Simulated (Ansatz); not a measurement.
# CH6Si: the cost of one run

Program: Ansatz 0.2.0, Gaussian basis. Level of theory: PBE0-D4/def2-TZVP structures, single points in def2-TZVPP, no counterpoise correction. These are calculated values, not measurements.

Levels: SPW92, PBE-D4, BLYP-D4, r2SCAN-D4, B97M-V, PBE0-D4, B3LYP-D4, r2SCAN0-D4, BHLYP-D4, CAM-B3LYP-D4, wB97X-V, wB97M-V, B2PLYP, PBE-QIDH, RPA on PBE, Hartree-Fock, MP2, CCSD, CCSD(T).

Correlated methods freeze the cores. B3LYP uses VWN-RPA correlation. B2PLYP carries no dispersion term here.

113 further runs of the same task are left out: 113 set aside as unsound or not needed.

### 1 Where the work starts

The complex: 14 atoms, charge 0, spin multiplicity 1.

Atoms are counted from 1 here; the program's logs count them from 0.

Bond lengths: Si1–H2 1.494 Å, Si1–H3 1.489 Å, Si1–H4 1.490 Å, Si1–C5 1.862 Å, C5–H10 1.092 Å, C5–H11 1.092 Å, C5–H12 1.092 Å, H6–F7 0.969 Å, H8–N9 1.014 Å, N9–H13 1.013 Å, N9–H14 1.013 Å. Angles: H2–Si1–H3 106.9°, H2–Si1–H4 106.9°, H2–Si1–C5 111.3°, H3–Si1–H4 107.6°, H3–Si1–C5 112.2°, H4–Si1–C5 111.7°, Si1–C5–H10 110.8°, Si1–C5–H11 110.6°, Si1–C5–H12 109.2°, H10–C5–H11 108.2°, H10–C5–H12 109.0°, H11–C5–H12 108.8°, H8–N9–H13 108.0°, H8–N9–H14 107.7°, H13–N9–H14 108.0°.

Coordinates:

```
Si   -0.9187   -0.2018   -1.2706
H     0.0104   -1.3398   -1.0010
H    -1.8406   -0.6421   -2.3541
H    -1.7338   -0.0065   -0.0383
C     0.0178    1.3410   -1.7276
H     1.0344    0.2889    1.6662
F     1.3533    1.1389    1.3273
H     0.1994   -1.6652    1.3184
N     0.4658   -1.1426    2.1454
H     0.6246    1.1771   -2.6207
H    -0.6715    2.1641   -1.9289
H     0.6714    1.6235   -0.8995
H     1.1459   -1.6911    2.6574
H    -0.3582   -1.0448    2.7260
```

Its parts: CH₆Si holds atoms 1, 2, 3, 4, 5, 10, 11, 12; HF holds atoms 6, 7; NH₃ holds atoms 8, 9, 13, 14. Each part counts its atoms afresh in its own runs.

### 2 Relaxing CH₆Si alone

Input file relax-a/in.yaml:

```yaml
crystal:
  periodic: [false, false, false]
  atoms:
    - {symbol: Si, position_ang: [-0.918733, -0.201782, -1.270607]}
    - {symbol: H, position_ang: [0.010395, -1.339772, -1.001002]}
    - {symbol: H, position_ang: [-1.840582, -0.642145, -2.354142]}
    - {symbol: H, position_ang: [-1.733796, -0.006461, -0.038344]}
    - {symbol: C, position_ang: [0.017772, 1.341009, -1.727561]}
    - {symbol: H, position_ang: [0.624618, 1.177125, -2.620703]}
    - {symbol: H, position_ang: [-0.671468, 2.164149, -1.928880]}
    - {symbol: H, position_ang: [0.671374, 1.623462, -0.899461]}
basis:
  gaussian: {orbitals: def2-TZVP}
hamiltonian: {xc: pbe0, dispersion: d4}
relax: {f_tol: 0.005, max_steps: 200}
```

The run is started by

```
$ ansatz run in.yaml --threads 8 --pin off --events-out ev --progress --plain --max-ram 19148MiB
```

**Question.** How long does this run take on 8 threads of Arm Neoverse V2, shared host?

About 2.3 s.
